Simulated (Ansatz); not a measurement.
# C4H10ClGa: the cost of one run

Program: Ansatz 0.2.0, Gaussian basis. Level of theory: one geometry, several basis sets. These are calculated values, not measurements.

Plan: PBE0-D4/def2-SVP; ωB97M-V/def2-SVP; PBE0-D4/def2-QZVPP; ωB97M-V/def2-QZVPP; the functionals' def2-TZVPP values are taken from earlier runs.

**1. Structure used throughout**

An earlier PBE0-D4 in a triple-zeta def2 set relaxation fixed the geometry.

SMILES `CC[CH]([GaH2])CCl`, 16 atoms, charge 0, spin multiplicity 1.

Atoms are counted from 1 here; the program's logs count them from 0.

Bond lengths: C1–C2 1.520 Å, C1–H7 1.092 Å, C1–H8 1.093 Å, C1–H9 1.099 Å, C2–C3 1.528 Å, C2–H10 1.096 Å, C2–H11 1.094 Å, C3–Ga4 1.997 Å, C3–C5 1.505 Å, C3–H12 1.099 Å, Ga4–H13 1.574 Å, Ga4–H14 1.572 Å, C5–Cl6 1.809 Å, C5–H15 1.090 Å, C5–H16 1.089 Å. Angles: C2–C1–H7 111.4°, C2–C1–H8 111.9°, C2–C1–H9 111.6°, H7–C1–H8 107.3°, H7–C1–H9 106.8°, H8–C1–H9 107.6°, C1–C2–C3 113.7°, C1–C2–H10 109.2°, C1–C2–H11 109.2°, C3–C2–H10 109.3°, C3–C2–H11 108.7°, H10–C2–H11 106.3°, C2–C3–Ga4 109.9°, C2–C3–C5 114.7°, C2–C3–H12 108.5°, Ga4–C3–C5 110.3°, Ga4–C3–H12 104.8°, C5–C3–H12 108.1° and more.

**2. PBE0-D4 in def2-SVP**

in.yaml reads:

```yaml
crystal:
  periodic: [false, false, false]
  atoms:
    - {symbol: C, position_ang: [0.356409, -1.632826, 0.563346]}
    - {symbol: C, position_ang: [1.113425, -0.377623, 0.161748]}
    - {symbol: C, position_ang: [0.207960, 0.773153, -0.274321]}
    - {symbol: Ga, position_ang: [-0.868990, 0.225371, -1.864230]}
    - {symbol: C, position_ang: [-0.690820, 1.310635, 0.806105]}
    - {symbol: Cl, position_ang: [0.221094, 1.944909, 2.233815]}
    - {symbol: H, position_ang: [1.039514, -2.437936, 0.841209]}
    - {symbol: H, position_ang: [-0.301718, -1.456594, 1.417409]}
    - {symbol: H, position_ang: [-0.262972, -2.012315, -0.260988]}
    - {symbol: H, position_ang: [1.739182, -0.049814, 0.999213]}
    - {symbol: H, position_ang: [1.797481, -0.616385, -0.658481]}
    - {symbol: H, position_ang: [0.839934, 1.596669, -0.634389]}
    - {symbol: H, position_ang: [-2.392132, 0.599988, -1.990992]}
    - {symbol: H, position_ang: [-0.143403, -0.570730, -3.009425]}
    - {symbol: H, position_ang: [-1.362436, 0.554932, 1.213098]}
    - {symbol: H, position_ang: [-1.292516, 2.148576, 0.456883]}
basis:
  gaussian: {orbitals: def2-SVP}
hamiltonian: {xc: pbe0, dispersion: d4}
output: {orbitals: {seedname: orbitals}}
```

Started as:

```sh
$ ansatz run in.yaml --threads 2 --pin off --events-out ev --progress --plain --max-ram 32768MiB --backend cpu
```

What time and memory should one allow on 2 threads of AMD EPYC 7R13, shared host?

About 4 s, with a peak of 0.58 GiB.
